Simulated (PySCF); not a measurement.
# CH5BrGe (Methylgermylbromide): the cost of one run

Computed with PySCF 2.14.0, with density-fitted response routines of our own, on a single molecule, in the gas phase or a continuum. Atoms are numbered from 0 throughout.

### 1 The molecule as given

8 atoms, charge 0, multiplicity 1; geometry from: GFN2-xTB. The atoms were then displaced at random by about 0.01 Å, so the start is not that level's minimum.

Bonds of the start (Å): C0–Ge1 1.94, Ge1–Br2 2.27, C0–H3 1.08, C0–H4 1.09, C0–H5 1.12, Ge1–H6 1.51, Ge1–H7 1.52.

### 2 Relaxing the molecule at PBE0-D3(BJ)/def2-TZVP

The job: settings as JSON, then the geometry in Å.

```
{"job": {"xc": "PBE0", "basis": "def2-TZVP", "d3": "d3bj", "grid": 2, "shake": 0.01, "kind": "geom"}, "charge": 0, "multiplicity": 1}
C     -1.047380     0.184780     0.053940
Ge     0.802910    -0.359390    -0.127600
Br     2.114760     1.337200     0.613780
H     -1.265740     0.440890     1.085260
H     -1.743470    -0.578640    -0.300050
H     -1.254250     1.109810    -0.545440
H      1.185040    -1.553440     0.722130
H      1.263260    -0.600340    -1.554490
```

Launch:

```sh
$ OMP_NUM_THREADS=1 python probes_run.py task.json out
```

One launch serves the whole session: the jobs run in the order shown.

**Question.** How long does this first job take on 1 thread of Arm Neoverse N1, shared host, and how much memory does it need?

About 1.7 min, with a peak of 0.64 GiB.
